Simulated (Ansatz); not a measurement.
# Al3Cu2: a line through a two-coordinate scan

One line of a two-coordinate grid on Al3Cu2 (P-3m1, No. 164; 5 atoms in the cell): strain +e along z and -e/2 along x and y is varied, at amplitude of mode 4 (128 cm⁻¹) = −0.165 Å.

Program: Ansatz 0.2.0. Level of theory: DFT LDA, scalar-relativistic, plane waves, PAW. These are calculated values, not measurements.

10 further runs of the same task are left out: 10 set aside as unsound or not needed.

### 1 The system as given

It takes space group P-3m1 (No. 164, trigonal). Conventional cell: a = 4.056 Å, b = 4.056 Å, c = 4.932 Å, α = 90.00°, β = 90.00°, γ = 120.00°. Al (site symmetry -3m) has 6 Cu at 2.47 Å as nearest neighbours. Around Al (site symmetry 3m) lie 5 Cu at 2.42 to 2.53 Å and 3 Al at 2.77 Å. Cu (site symmetry 3m) has 8 Al at 2.42 to 2.53 Å as nearest neighbours.

As a file:

```
CELL_PARAMETERS angstrom
4.05572 0.00000 0.00000
-2.02786 3.51235 0.00000
0.00000 0.00000 4.93155
ATOMIC_POSITIONS crystal
Al 0.00000 0.00000 0.00000
Al 0.33333 0.66667 0.35089
Al 0.66667 0.33333 0.64911
Cu 0.33333 0.66667 0.84159
Cu 0.66667 0.33333 0.15841
```

It goes back to an entry of the Materials Project, which need not be the stable form.

It is the result of an earlier relaxation at this level (volume 14.05 Å³/atom; gap on the mesh: none (metal)).

### 2 What is varied

The energy is mapped over a normal mode and a strain (zone-centre modes of the cell shown) (x along [1 0 0], y along [1 2 0], z along [0 0 1] of the conventional cell).

The axes are (1) amplitude of mode 4 (128 cm⁻¹), largest displacement in the unstrained cell: 11 values from −0.206 Å; (2) strain +e along z and -e/2 along x and y: 7 values from −7.00 %.

Nothing else is relaxed (the pattern is fixed in fractional coordinates). Energies count from the relaxed high-symmetry cell. Points are written as (first, second).

The modes come from a phonon run on the reference cell, made beforehand.

The patterns, per unit of each coordinate (Å):

| atom | x1 | y1 | z1 |
| --- | --- | --- | --- |
| Al1 | 0.000 | 0.000 | 0.000 |
| Al2 | -0.602 | 0.000 | 0.000 |
| Al3 | 0.602 | 0.000 | 0.000 |
| Cu4 | 1.000 | 0.000 | 0.000 |
| Cu5 | -1.000 | 0.000 | 0.000 |

### 3 Grid point (−0.165 Å, −7.00 %)

input.yaml

```yaml
crystal:
  lattice:
    - [4.1976658029, 0.0, 0.0]
    - [-2.0988329014, 3.6352852219, 0.0]
    - [0.0, 0.0, 4.5863396035]
  atoms:
    - { symbol: Al, position: [0.0, 0.0, 0.0] }
    - { symbol: Al, position: [0.3578061801, 0.6666666667, 0.3508928116] }
    - { symbol: Al, position: [0.6421938199, 0.3333333333, 0.6491071884] }
    - { symbol: Cu, position: [0.292699322, 0.6666666667, 0.841587066] }
    - { symbol: Cu, position: [0.707300678, 0.3333333333, 0.158412934] }
basis:
  ecutwfc: 520.0
kpoints:
  mp_grid: { grid: [12, 12, 8] }
hamiltonian:
  xc: lda
  pseudopotentials: { kind: paw, azcp: { folder: soft_1 } }
scf:
  occupations: { method: gaussian, width: 0.15 }
output:
  forces: true
  stress: true
  eigenvalues: true
```

On the command line:

```
$ ansatz run input.yaml --threads 4 --pin off --max-ram 8192MiB --backend cpu --events-out ev --progress --plain --runs-dir out
```

The program printed (excerpt; [...] marks lines left out):

```text
Warning: <dir> the record states the generating functional pbe (its physics header spells it `PBE`), which answers neither for hamiltonian.xc's functional nor for the lda family's — results may be inconsistent (PPs are generated against a specific XC)
[...]
Warning: RAYON_NUM_THREADS=4 ignored (pool sized by the plan → 4); use --threads N
[...]
Pseudopotentials: kind: paw
Pseudopotential: Al, paw, valence charge 3, recommended cutoff 420 eV (normal), <dir>
Pseudopotential: Cu, paw, valence charge 19, recommended cutoff 420 eV (normal), <dir>
Functional definition: SPW92
[...]
Crystal: 5 atoms, lattice volume = 69.986 Å³
Basis set: ecut = 520 eV, 1895 PW (Γ)
Bands: 29, of which v1, the nominal top of the filled ones, is band 24 counted from 1 (23 counted from 0)
Symmetry: 2 space group operations
Space group: P-1 (ITA 2), of the structure as read, at distance tolerance 4.1e-5 Å
k-points: 580 of 1152
[...]
SCF iter   1: F=—  HF=-14657.251191 eV  |F-HF|=—  |Δ(HF+E_count)|=         —  Δρ=3.45e-1  dr2=5.62e1  ethr=3.10e-3  ⟨swp⟩=6.3  Hψ=74283  notcnv=0
[...]
SCF iter   9: F=-14650.620376 eV  HF=-14650.620376 eV  |F-HF|=3.54e-8  |Δ(HF+E_count)|=   2.13e-7  Δρ=7.81e-6  dr2=5.80e-8  ethr=2.13e-10  ⟨swp⟩=8.2  Hψ=83152  notcnv=0
[...]
SCF converged after 9 iterations
Free energy (F): -14650.620376 eV
[...]
E sigma→0 (E₀):  -14650.611692 eV
Entropy (-TS):   -0.017368 eV (-3.474 meV/atom)
Fermi energy:    11.355219 eV
[...]
--- Forces (eV/Å), atoms counted from 1 ---
  atom   1  Al     0.00000000     0.00000000     0.00000000
  atom   2  Al     0.02883845     0.10954411    -0.18687858
  atom   3  Al    -0.02883845    -0.10954411     0.18687858
  atom   4  Cu     0.25690554     0.00259484     0.33144432
  atom   5  Cu    -0.25690554    -0.00259484    -0.33144432
[...]
--- Stress (GPa, compression-positive) ---
       -1.328837      -2.073191       0.992133
       -2.073191      -4.551352      -0.265013
        0.992133      -0.265013      18.129916
  P = ⅓ Tr σ = 4.0832 GPa (40.832 kbar)
--- Band table (eV; the first three rows and the last of 580) ---
[...]
```

Run time: 24 s. Hardware: 4 threads of AMD EPYC 7R43 (Zen 3), shared host; peak memory 1.3 GiB.

On the map this point reads 0.414 eV.

### 4 The run at (−0.165 Å, −4.67 %)

input.yaml, as its differences from that of step 3:

```diff
@@ -2,5 +2,5 @@
   lattice:
-    - [4.1976658029, 0.0, 0.0]
-    - [-2.0988329014, 3.6352852219, 0.0]
-    - [0.0, 0.0, 4.5863396035]
+    - [4.1504167144, 0.0, 0.0]
+    - [-2.0752083572, 3.594366311, 0.0]
+    - [0.0, 0.0, 4.701244671]
   atoms:
```

On the command line:

```
$ ansatz run input.yaml --threads 4 --pin off --max-ram 8192MiB --backend cpu --events-out ev --progress --plain --runs-dir out
```

The program printed (excerpt; [...] marks lines left out):

```text
[...]
SCF converged after 9 iterations
Free energy (F): -14650.801504 eV
[...]
E sigma→0 (E₀):  -14650.793646 eV
Entropy (-TS):   -0.015717 eV (-3.143 meV/atom)
Fermi energy:    11.338459 eV
[...]
--- Forces (eV/Å), atoms counted from 1 ---
  atom   1  Al     0.00000000     0.00000000     0.00000000
  atom   2  Al    -0.06200589     0.10857886    -0.12873490
  atom   3  Al     0.06200589    -0.10857886     0.12873490
  atom   4  Cu     0.42310472    -0.00633136     0.12968878
  atom   5  Cu    -0.42310472     0.00633136    -0.12968878
[...]
--- Stress (GPa, compression-positive) ---
       -0.216652      -2.343238       1.019803
       -2.343238      -3.242890      -0.181547
        1.019804      -0.181546      11.085865
  P = ⅓ Tr σ = 2.5421 GPa (25.421 kbar)
--- Band table (eV; the first three rows and the last of 580) ---
[...]
```

Wall time 22 s (4 threads of AMD EPYC 7R43 (Zen 3), shared host); peak memory 1.3 GiB.

That is 0.232 eV from the zero.

### 5 Grid point (−0.165 Å, −2.33 %)

input.yaml, as its differences from that of step 4:

```diff
@@ -2,5 +2,5 @@
   lattice:
-    - [4.1504167144, 0.0, 0.0]
-    - [-2.0752083572, 3.594366311, 0.0]
-    - [0.0, 0.0, 4.701244671]
+    - [4.1029648401, 0.0, 0.0]
+    - [-2.05148242, 3.5532717824, 0.0]
+    - [0.0, 0.0, 4.8166428933]
   atoms:
```

On the command line:

```
$ ansatz run input.yaml --threads 4 --pin off --max-ram 8192MiB --backend cpu --events-out ev --progress --plain --runs-dir out
```

The program printed (excerpt; [...] marks lines left out):

```text
Warning: <dir> the record states the generating functional pbe (its physics header spells it `PBE`), which answers neither for hamiltonian.xc's functional nor for the lda family's — results may be inconsistent (PPs are generated against a specific XC)
[...]
Warning: RAYON_NUM_THREADS=4 ignored (pool sized by the plan → 4); use --threads N
[...]
Pseudopotentials: kind: paw
Pseudopotential: Al, paw, valence charge 3, recommended cutoff 420 eV (normal), <dir>
Pseudopotential: Cu, paw, valence charge 19, recommended cutoff 420 eV (normal), <dir>
Functional definition: SPW92
[...]
Crystal: 5 atoms, lattice volume = 70.222 Å³
Basis set: ecut = 520 eV, 1883 PW (Γ)
Bands: 29, of which v1, the nominal top of the filled ones, is band 24 counted from 1 (23 counted from 0)
Symmetry: 2 space group operations
Space group: P-1 (ITA 2), of the structure as read, at distance tolerance 4.1e-5 Å
k-points: 580 of 1152
[...]
SCF iter   1: F=—  HF=-14657.583671 eV  |F-HF|=—  |Δ(HF+E_count)|=         —  Δρ=3.48e-1  dr2=5.75e1  ethr=3.10e-3  ⟨swp⟩=6.3  Hψ=73767  notcnv=0
[...]
SCF iter   9: F=-14650.894770 eV  HF=-14650.894770 eV  |F-HF|=2.62e-8  |Δ(HF+E_count)|=   3.77e-7  Δρ=6.61e-6  dr2=5.36e-8  ethr=2.13e-10  ⟨swp⟩=8.1  Hψ=84385  notcnv=0
[...]
SCF converged after 9 iterations
Free energy (F): -14650.894770 eV
[...]
E sigma→0 (E₀):  -14650.887277 eV
Entropy (-TS):   -0.014987 eV (-2.997 meV/atom)
Fermi energy:    11.340131 eV
[...]
--- Forces (eV/Å), atoms counted from 1 ---
  atom   1  Al     0.00000000     0.00000000     0.00000000
  atom   2  Al    -0.12564045     0.10707899    -0.09308387
  atom   3  Al     0.12564045    -0.10707899     0.09308387
  atom   4  Cu     0.56853226    -0.01670822    -0.04274549
  atom   5  Cu    -0.56853226     0.01670822     0.04274549
[...]
--- Stress (GPa, compression-positive) ---
        1.412005      -2.565860       0.847803
       -2.565860      -1.437354      -0.136024
        0.847805      -0.136024       4.914850
  P = ⅓ Tr σ = 1.6298 GPa (16.298 kbar)
--- Band table (eV; the first three rows and the last of 580) ---
[...]
```

Wall time 22 s (4 threads of AMD EPYC 7R43 (Zen 3), shared host); peak memory 1.3 GiB.

Energy on the map's scale: 0.139 eV.

### 6 Point (−0.165 Å, 0.00 %)

input.yaml, as its differences from that of step 5:

```diff
@@ -2,5 +2,5 @@
   lattice:
-    - [4.1029648401, 0.0, 0.0]
-    - [-2.05148242, 3.5532717824, 0.0]
-    - [0.0, 0.0, 4.8166428933]
+    - [4.0557157516, 0.0, 0.0]
+    - [-2.0278578758, 3.5123528714, 0.0]
+    - [0.0, 0.0, 4.9315479608]
   atoms:
```

On the command line:

```
$ ansatz run input.yaml --threads 4 --pin off --max-ram 8192MiB --backend cpu --events-out ev --progress --plain --runs-dir out
```

The program printed (excerpt; [...] marks lines left out):

```text
Warning: <dir> the record states the generating functional pbe (its physics header spells it `PBE`), which answers neither for hamiltonian.xc's functional nor for the lda family's — results may be inconsistent (PPs are generated against a specific XC)
[...]
Warning: RAYON_NUM_THREADS=4 ignored (pool sized by the plan → 4); use --threads N
[...]
Pseudopotentials: kind: paw
Pseudopotential: Al, paw, valence charge 3, recommended cutoff 420 eV (normal), <dir>
Pseudopotential: Cu, paw, valence charge 19, recommended cutoff 420 eV (normal), <dir>
Functional definition: SPW92
[...]
Crystal: 5 atoms, lattice volume = 70.250 Å³
Basis set: ecut = 520 eV, 1873 PW (Γ)
Bands: 29, of which v1, the nominal top of the filled ones, is band 24 counted from 1 (23 counted from 0)
Symmetry: 2 space group operations
Space group: P-1 (ITA 2), of the structure as read, at distance tolerance 4.1e-5 Å
k-points: 580 of 1152
[...]
SCF iter   1: F=—  HF=-14657.601434 eV  |F-HF|=—  |Δ(HF+E_count)|=         —  Δρ=3.49e-1  dr2=5.79e1  ethr=3.10e-3  ⟨swp⟩=6.2  Hψ=73584  notcnv=0
[...]
SCF iter   9: F=-14650.908600 eV  HF=-14650.908600 eV  |F-HF|=3.26e-8  |Δ(HF+E_count)|=   4.41e-7  Δρ=7.73e-6  dr2=6.59e-8  ethr=2.13e-10  ⟨swp⟩=8.1  Hψ=84609  notcnv=0
[...]
SCF converged after 9 iterations
Free energy (F): -14650.908600 eV
[...]
E sigma→0 (E₀):  -14650.901321 eV
Entropy (-TS):   -0.014560 eV (-2.912 meV/atom)
Fermi energy:    11.342736 eV
[...]
--- Forces (eV/Å), atoms counted from 1 ---
  atom   1  Al     0.00000000     0.00000000     0.00000000
  atom   2  Al    -0.17530046     0.10652612    -0.07371112
  atom   3  Al     0.17530046    -0.10652612     0.07371112
  atom   4  Cu     0.68977597    -0.02413917    -0.18207929
  atom   5  Cu    -0.68977597     0.02413917     0.18207929
[...]
--- Stress (GPa, compression-positive) ---
        3.223562      -2.797915       0.613078
       -2.797914       0.766306      -0.082938
        0.613079      -0.082937      -0.156337
  P = ⅓ Tr σ = 1.2778 GPa (12.778 kbar)
--- Band table (eV; the first three rows and the last of 580) ---
[...]
```

Run time: 34 s. Hardware: 4 threads of AMD EPYC 7R43 (Zen 3), shared host; peak memory 1.3 GiB.

On the map this point reads 0.125 eV.

### 7 A run with other settings

input.yaml, as its differences from that of step 6:

```diff
@@ -20,5 +20,6 @@
   occupations: { method: gaussian, width: 0.15 }
+  max_iter: many
 output:
   forces: true
+  eigenvalues: true
   stress: true
-  eigenvalues: true
```

On the command line:

```
$ ansatz run input.yaml --threads 4 --pin off --max-ram 8192MiB --backend cpu --events-out ev --progress --plain --runs-dir out
```

The program printed:

```text
Error: YAML parse error: error: line 21 column 13: invalid u64
  --> <input>:21:13
   |
19 | scf:
20 |   occupations: { method: gaussian, width: 0.15 }
21 |   max_iter: many
   |             ^ invalid u64
22 | output:
23 |   forces: true
   |
```

It took 0.05 s on 4 threads of AMD EPYC 7R43 (Zen 3), shared host; peak memory 0.03 GiB.

### 8 Why it ended so

Nothing was computed: the input was turned down at the start. It says: «line 21 column 13: invalid u64»

In the input, scf.max_iter is many. The key wants another kind of value (number, word, list or true/false) than the one typed.

What to do: delete scf.max_iter (the default then holds).

### 9 Grid point (−0.165 Å, 2.33 %)

input.yaml, as its differences from that of step 6:

```diff
@@ -2,5 +2,5 @@
   lattice:
-    - [4.0557157516, 0.0, 0.0]
-    - [-2.0278578758, 3.5123528714, 0.0]
-    - [0.0, 0.0, 4.9315479608]
+    - [4.0084666631, 0.0, 0.0]
+    - [-2.0042333315, 3.4714339605, 0.0]
+    - [0.0, 0.0, 5.0464530283]
   atoms:
```

On the command line:

```
$ ansatz run input.yaml --threads 4 --pin off --max-ram 8192MiB --backend cpu --events-out ev --progress --plain --runs-dir out
```

The program printed (excerpt; [...] marks lines left out):

```text
Warning: <dir> the record states the generating functional pbe (its physics header spells it `PBE`), which answers neither for hamiltonian.xc's functional nor for the lda family's — results may be inconsistent (PPs are generated against a specific XC)
[...]
Warning: RAYON_NUM_THREADS=4 ignored (pool sized by the plan → 4); use --threads N
[...]
Pseudopotentials: kind: paw
Pseudopotential: Al, paw, valence charge 3, recommended cutoff 420 eV (normal), <dir>
Pseudopotential: Cu, paw, valence charge 19, recommended cutoff 420 eV (normal), <dir>
Functional definition: SPW92
[...]
Crystal: 5 atoms, lattice volume = 70.222 Å³
Basis set: ecut = 520 eV, 1885 PW (Γ)
Bands: 29, of which v1, the nominal top of the filled ones, is band 24 counted from 1 (23 counted from 0)
Symmetry: 2 space group operations
Space group: P-1 (ITA 2), of the structure as read, at distance tolerance 4.1e-5 Å
k-points: 580 of 1152
[...]
SCF iter   1: F=—  HF=-14657.541559 eV  |F-HF|=—  |Δ(HF+E_count)|=         —  Δρ=3.49e-1  dr2=5.81e1  ethr=3.10e-3  ⟨swp⟩=6.3  Hψ=73662  notcnv=0
[...]
SCF iter   9: F=-14650.855449 eV  HF=-14650.855449 eV  |F-HF|=4.42e-8  |Δ(HF+E_count)|=   4.58e-7  Δρ=9.46e-6  dr2=8.73e-8  ethr=2.13e-10  ⟨swp⟩=7.8  Hψ=84651  notcnv=0
[...]
SCF converged after 9 iterations
Free energy (F): -14650.855449 eV
[...]
E sigma→0 (E₀):  -14650.847778 eV
Entropy (-TS):   -0.015341 eV (-3.068 meV/atom)
Fermi energy:    11.324067 eV
[...]
--- Forces (eV/Å), atoms counted from 1 ---
  atom   1  Al     0.00000000     0.00000000     0.00000000
  atom   2  Al    -0.20007647     0.10341684    -0.06122661
  atom   3  Al     0.20007647    -0.10341684     0.06122661
  atom   4  Cu     0.79595384    -0.03302470    -0.28743232
  atom   5  Cu    -0.79595384     0.03302470     0.28743232
[...]
--- Stress (GPa, compression-positive) ---
        5.204981      -3.160301       0.162881
       -3.160300       3.253270       0.049323
        0.162881       0.049324      -3.809408
  P = ⅓ Tr σ = 1.5496 GPa (15.496 kbar)
--- Band table (eV; the first three rows and the last of 580) ---
[...]
```

It took 25 s on 4 threads of AMD EPYC 7R43 (Zen 3), shared host; peak memory 1.3 GiB.

On the map this point reads 0.178 eV.

### 10 The run at (−0.165 Å, 7.00 %)

input.yaml, as its differences from that of step 9:

```diff
@@ -2,5 +2,5 @@
   lattice:
-    - [4.0084666631, 0.0, 0.0]
-    - [-2.0042333315, 3.4714339605, 0.0]
-    - [0.0, 0.0, 5.0464530283]
+    - [3.9137657003, 0.0, 0.0]
+    - [-1.9568828501, 3.3894205209, 0.0]
+    - [0.0, 0.0, 5.2767563181]
   atoms:
```

On the command line:

```
$ ansatz run input.yaml --threads 4 --pin off --max-ram 8192MiB --backend cpu --events-out ev --progress --plain --runs-dir out
```

The program printed (excerpt; [...] marks lines left out):

```text
[...]
SCF converged after 10 iterations
Free energy (F): -14650.601169 eV
[...]
E sigma→0 (E₀):  -14650.593072 eV
Entropy (-TS):   -0.016193 eV (-3.239 meV/atom)
Fermi energy:    11.273721 eV
[...]
--- Forces (eV/Å), atoms counted from 1 ---
  atom   1  Al     0.00000000     0.00000000     0.00000000
  atom   2  Al    -0.21224780     0.09474021    -0.06454398
  atom   3  Al     0.21224780    -0.09474021     0.06454398
  atom   4  Cu     0.94858147    -0.05767546    -0.44004707
  atom   5  Cu    -0.94858147     0.05767546     0.44004707
[...]
--- Stress (GPa, compression-positive) ---
        9.821106      -3.716045      -0.355807
       -3.716045       8.298200       0.303360
       -0.355807       0.303360      -7.706271
  P = ⅓ Tr σ = 3.4710 GPa (34.710 kbar)
--- Band table (eV; the first three rows and the last of 580) ---
[...]
```

It took 20 s on 4 threads of AMD EPYC 7R43 (Zen 3), shared host; peak memory 1.3 GiB.

That is 0.433 eV from the zero.

### 11 What came out

| strain +e along z and -e/2 along x and y (%) | step | energy (eV) | slope (eV per %) | pressure (GPa) | largest force on an atom (eV/Å) |
| --- | --- | --- | --- | --- | --- |
| −7.00 | 3 | 0.414 | −0.098 | 4.08 | 0.42 |
| −4.67 | 4 | 0.232 | −0.058 | 2.54 | 0.44 |
| −2.33 | 5 | 0.139 | −0.022 | 1.63 | 0.57 |
| 0.00 | 6 | 0.125 | 0.009 | 1.28 | 0.71 |
| 2.33 | 9 | 0.178 | 0.035 | 1.55 | 0.85 |
| 4.67 | – | 0.284 | 0.055 | 2.32 | 0.96 |
| 7.00 | 10 | 0.433 | 0.072 | 3.47 | 1.05 |

Energies count from the relaxed high-symmetry cell. Rows without a step come from runs not printed here or follow by symmetry. Slopes come from the forces (and the stress, where the cell changes), not from differences of energies.

| run | outcome |
| --- | --- |
| step 7, run with max_iter many (against step 6) | refused |

What this shows: Along the line the energy is lowest at 0.00 %, 0.125 eV from the zero. Energies and slopes round the minimum, fitted together, put the minimum at −0.734 %, with a curvature of about 0.013 eV per %². The highest point computed, at 7.00 %, lies 0.307 eV above the lowest. This is one cut through a surface in two coordinates; the map's lowest point lies off it.
